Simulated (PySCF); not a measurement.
# C7H9FO: the cost of one run

Programs: PySCF 2.14.0, with density-fitted response routines of our own. Each step states its level of theory. These are calculated values for one molecule, in the gas phase or a continuum, unless marked as measured. Atoms count from 0, in the outputs and in this text.

## Step 1: The starting structure

18 atoms, charge 0, multiplicity 1; geometry from: GFN2-xTB. The atoms were then displaced at random by about 0.01 Å, so the start is not that level's minimum.

Bonds of the start (Å): C0–C1 1.35, C1–C2 1.52, C2–C3 1.50, C3–C4 1.55, C4–C5 1.51, C5–F6 1.35, C5–C7 1.34, C7–O8 1.33, O8–C2 1.43, C0–H9 1.06, C0–H10 1.06, C1–H11 1.08, C2–H12 1.10, C3–H13 1.06, C3–H14 1.10, C4–H15 1.09, C4–H16 1.08, C7–H17 1.09.

## Step 2: Relaxing the molecule at PBE0-D3(BJ)/def2-SVP

Job settings and geometry (Å):

```
{"job": {"xc": "PBE0", "basis": "def2-SVP", "d3": "d3bj", "grid": 1, "shake": 0.01, "kind": "geom"}, "charge": 0, "multiplicity": 1}
C      2.589640    -0.592100     0.612150
C      1.360020    -0.039480     0.697300
C      0.640390     0.641450    -0.453430
C     -0.189580    -0.353580    -1.214770
C     -1.312900    -0.905940    -0.295790
C     -1.894500     0.266650     0.451280
F     -3.097950     0.057750     1.025810
C     -1.296890     1.458120     0.540250
O     -0.100280     1.759010     0.038580
H      3.133140    -0.533090    -0.298330
H      3.028810    -1.064010     1.449950
H      0.815450    -0.063940     1.632740
H      1.370590     1.088660    -1.137380
H      0.383130    -1.159210    -1.591040
H     -0.688880     0.155440    -2.051470
H     -0.894740    -1.619780     0.418760
H     -2.095280    -1.383700    -0.859800
H     -1.777690     2.299680     1.049450
```

Command:

```
$ OMP_NUM_THREADS=1 python probes_run.py task.json out
```

The driver reads the jobs from task.json and runs them one after another.

**Question.** How long does this first job take on 1 thread of Arm Neoverse V1, shared host, and how much memory does it need?

About 1.9 min, with a peak of 0.7 GiB.
